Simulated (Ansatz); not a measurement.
# Lu3HgH4: the cost of one run

Method: DFT PBE, scalar-relativistic, plane waves, PAW, unless a step names another level, in Ansatz 0.2.0.

### 1 The system as given

The structure is tetragonal, space group P4/mmm (No. 123). The conventional cell has a = 3.598 Å, b = 3.598 Å, c = 8.561 Å, α = 90.00°, β = 90.00°, γ = 90.00°. Around Lu (site symmetry 4mm) lie 4 H at 2.17 Å. Lu (site symmetry 4/mmm) is surrounded by 8 H at 2.18 Å. Hg (site symmetry 4/mmm) has 8 Lu at 3.13 Å and 8 H at 3.54 Å and 4 Hg at 3.60 Å as nearest neighbours. H (site symmetry 2mm) is surrounded by 4 Lu at 2.17 to 2.18 Å.

Coordinates:

```
Lu Hg H
1.0
     3.59762    0.00000    0.00000
     0.00000    3.59762    0.00000
     0.00000    0.00000    8.56132
Lu Hg H
3 1 4
Cartesian
  1.7988 1.7988 6.1106
  1.7988 1.7988 2.4507
  0.0000 0.0000 0.0000
  0.0000 0.0000 4.2807
  1.7988 0.0000 7.3302
  0.0000 1.7988 7.3302
  1.7988 0.0000 1.2311
  0.0000 1.7988 1.2311
```

It came out lowest among 25 distinct ends of the trial cells. At a tolerance of 0.05 Å it has space group P4/mmm (No. 123).

### 2 A stricter relaxation, on the response runs' mesh and smearing

The input, input.yaml:

```yaml
crystal:
  lattice:
    - [3.5976196477, 0.0, 0.0]
    - [0.0, 3.5976196477, 0.0]
    - [0.0, 0.0, 8.5613151477]
  atoms:
    - { symbol: Lu, position: [0.5, 0.5, 0.7137483884] }
    - { symbol: Lu, position: [0.5, 0.5, 0.2862516116] }
    - { symbol: Lu, position: [0.0, 0.0, 0.0] }
    - { symbol: Hg, position: [0.0, 0.0, 0.5] }
    - { symbol: H, position: [0.5, 0.0, 0.8562034752] }
    - { symbol: H, position: [0.0, 0.5, 0.8562034752] }
    - { symbol: H, position: [0.5, 0.0, 0.1437965248] }
    - { symbol: H, position: [0.0, 0.5, 0.1437965248] }
basis:
  ecutwfc: 420
kpoints:
  mp_grid: { grid: [10, 10, 4] }
hamiltonian:
  xc: pbe
scf:
  occupations: { method: gaussian, width: 0.1 }
output:
  forces: true
  stress: true
  eigenvalues: true
relax:
  adjacent_minimum: "off"
  f_tol: 0.001
  max_steps: 60
  cell: { stress_tol: 0.01 }
```

Launch:

```console
ansatz run input.yaml --threads 3 --pin off --max-ram 7680MiB --backend cpu --events-out ev --progress --plain --runs-dir out
```

What time and memory should one allow on 3 threads of Intel Xeon 6975P-C (Granite Rapids), shared host?

About 23 s, with a peak of 0.69 GiB.
